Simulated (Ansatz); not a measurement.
# YbB2 (AlB2 type): other levels of theory at one geometry

The task here is to estimate one member of a computed series from the others.

Computed with Ansatz 0.2.0 (DFT at several levels, plane waves, PAW, unless a step's input says otherwise).

2 further runs of the same task are left out: 1 that didn't finish, 1 set aside as unsound or not needed.

## Starting point

Symmetry: P6/mmm, No. 191, hexagonal system. Conventional cell: a = 3.229 Å, b = 3.229 Å, c = 3.846 Å, α = 90.00°, β = 90.00°, γ = 120.00°. Yb (site symmetry 6/mmm) has 12 B at 2.68 Å as nearest neighbours. B (site symmetry -6m2) has 3 B at 1.86 Å and 6 Yb at 2.68 Å as nearest neighbours.

Coordinates:

```
Yb B
1.0
     3.22943    0.00000    0.00000
    -1.61471    2.79676    0.00000
     0.00000    0.00000    3.84631
Yb B
1 2
Direct
  0.00000 0.00000 0.00000
  0.33333 0.66667 0.50000
  0.66667 0.33333 0.50000
```

This cell comes from an earlier session at PBE: 11.580 Å³/atom at 0.00 GPa, on a 12×12×10 mesh, no gap.

Levels to run: PBE+SOC; r²SCAN; PBEsol; LDA. Hardware: 2 threads of Arm Neoverse V1, shared host.

Set-up of the first run:

The input, input.yaml:

```yaml
crystal:
  lattice:
    - [3.2294254605, 0.0, 0.0]
    - [-1.6147127302, 2.7967644884, 0.0]
    - [0.0, 0.0, 3.846309828]
  atoms:
    - { symbol: Yb, position: [0.0, 0.0, 0.0] }
    - { symbol: B, position: [0.3333333333, 0.6666666667, 0.5] }
    - { symbol: B, position: [0.6666666667, 0.3333333333, 0.5] }
basis:
  ecutwfc: 420
  ecutrho_ratio: 4
kpoints:
  mp_grid: { grid: [12, 12, 10] }
hamiltonian:
  xc: pbe
scf:
  occupations: { method: gaussian, width: 0.05 }
output:
  forces: true
  stress: true
  eigenvalues: true
  populations: true
  hubbard: { sites: [{ species: Yb, l: f }] }
  dos: { projected: true, de: 0.02 }
  write_density: true
  write_potential: true
  elf: true
  volumetric_format: npy
magnetization:
  noncollinear: true
  spin_orbit: true
```

Run with:

```sh
> ansatz run input.yaml --threads 2 --pin off --max-ram 2662MiB --backend cpu --events-out ev --progress --plain --runs-dir out
```

Steps of the session up to this table: PBE+SOC; r²SCAN; PBEsol; LDA.

One table of the session follows, with a row left open; its other results are not shown here.

| level | pressure (GPa) |
| --- | --- |
| PBE | 0.0 |
| LDA | ? |
| PBEsol | -4.7 |
| PBE+SOC | -1.1 |
| r²SCAN | -0.5 |

Estimate the missing values for LDA.

The run gave: pressure (GPa): -9.0. In the column «pressure (GPa)» it is the lowest.

The pressure runs from -9.0 GPa (LDA) to 0.0 GPa (PBE); a negative pressure means that level wants a smaller cell, a positive one a larger cell. Total energies of different levels have different zeros and can't be compared.
